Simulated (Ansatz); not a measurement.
# Sb: stress in a strained cell

Aim: deform Sb (zz strain of +1 %) and compute stress, forces and field gradients with LAPW, PAW and all-electron datasets made for the crystal.

Program: Ansatz 0.2.0. Level of theory: DFT PBEsol, scalar-relativistic. These are calculated values, not measurements.

### Step 1. Starting point

The structure is cubic, space group Fm-3m (No. 225). The conventional cell has a = 4.610 Å, b = 4.610 Å, c = 4.610 Å, α = 90.00°, β = 90.00°, γ = 90.00°. Around Sb (site symmetry m-3m) lie 12 Sb at 3.26 Å.

Coordinates:

```
Sb
1.0
     0.00000    2.30500    2.30500
     2.30500    0.00000    2.30500
     2.30500    2.30500    0.00000
Sb
1
Direct
  0.00000 0.00000 0.00000
```

### Step 2. The deformed structure

Space group Fm-3m before, I4/mmm after.

### Step 3. LAPW, all electrons

input.yaml reads:

```yaml
crystal:
  lattice:
    - [0.0, 2.305, 2.32805]
    - [2.305, 0.0, 2.32805]
    - [2.305, 2.305, 0.0]
  atoms:
    - { symbol: Sb, position: [0.0, 0.0, 0.0] }
kpoints:
  mp_grid: { grid: [12, 12, 12] }
  band_path:
    path:
      - [0.0, 0.0, 0.0]
      - [0.0, 0.5, 0.5]
      - [0.25, 0.75, 0.5]
      - [0.0, 0.5, 0.0]
      - [0.0, 0.0, 0.0]
      - [0.5, 0.5, 0.0]
      - [0.3725370062, 0.6274629938, 0.0]
      - [-0.3725370062, 0.3725370062, 0.0]
      - [0.0, 0.0, 0.0]
    npoints: 5
scf:
  occupations: { method: fermi_dirac, width: 0.05 }
hamiltonian:
  xc: pbesol
  pseudopotentials: { kind: all_electron, lapw: { basis_error: 0.001 } }
output:
  forces: true
  stress: true
  eigenvalues: true
```

On the command line:

```sh
ansatz run input.yaml --threads 1 --pin off --max-ram 3072MiB --backend cpu --events-out ev --progress --plain --runs-dir out
```

### Step 4. PAW with frozen cores

input.yaml reads:

```yaml
crystal:
  lattice:
    - [0.0, 2.305, 2.32805]
    - [2.305, 0.0, 2.32805]
    - [2.305, 2.305, 0.0]
  atoms:
    - { symbol: Sb, position: [0.0, 0.0, 0.0] }
kpoints:
  mp_grid: { grid: [12, 12, 12] }
scf:
  occupations: { method: fermi_dirac, width: 0.05 }
hamiltonian:
  xc: pbesol
  pseudopotentials: { kind: paw }
output:
  forces: true
  stress: true
  eigenvalues: true
  efg: { contact_densities: true }
  write_density: true
  write_potential: true
  elf: true
  volumetric_format: npy
```

### Step 5. All-electron PAW on datasets made for the crystal

input.yaml, as its differences from that of step 4:

```diff
@@ -13,3 +13,3 @@
   xc: pbesol
-  pseudopotentials: { kind: paw }
+  pseudopotentials: { kind: all_electron, datasets: crystal }
 output:
@@ -19,5 +19 @@
   efg: { contact_densities: true }
-  write_density: true
-  write_potential: true
-  elf: true
-  volumetric_format: npy
```

(Steps that only read results are left out.)

Q: Predict the outcome of this session. Wanted: pressure; largest shear or deviatoric stress.

The runs gave:

```
                                 quantity                                           value
                                 pressure  LAPW 4.36, PAW 4.35, crystal datasets 4.36 GPa
largest shear or deviatoric stress (LAPW)                                        0.14 GPa
```

**Reading.** The largest part of the stress beyond the pressure is 0.14 GPa in size, in the zz component. No run of the undeformed cell stands beside it, so the pressure holds what the given cell had before the change. PAW: stress within 0.01 GPa of LAPW. Crystal datasets: stress within 0.01 GPa of LAPW. Spin-orbit coupling is left out, though the cell holds Sb; in elements this heavy it can shift bands and gaps by tenths of an eV.
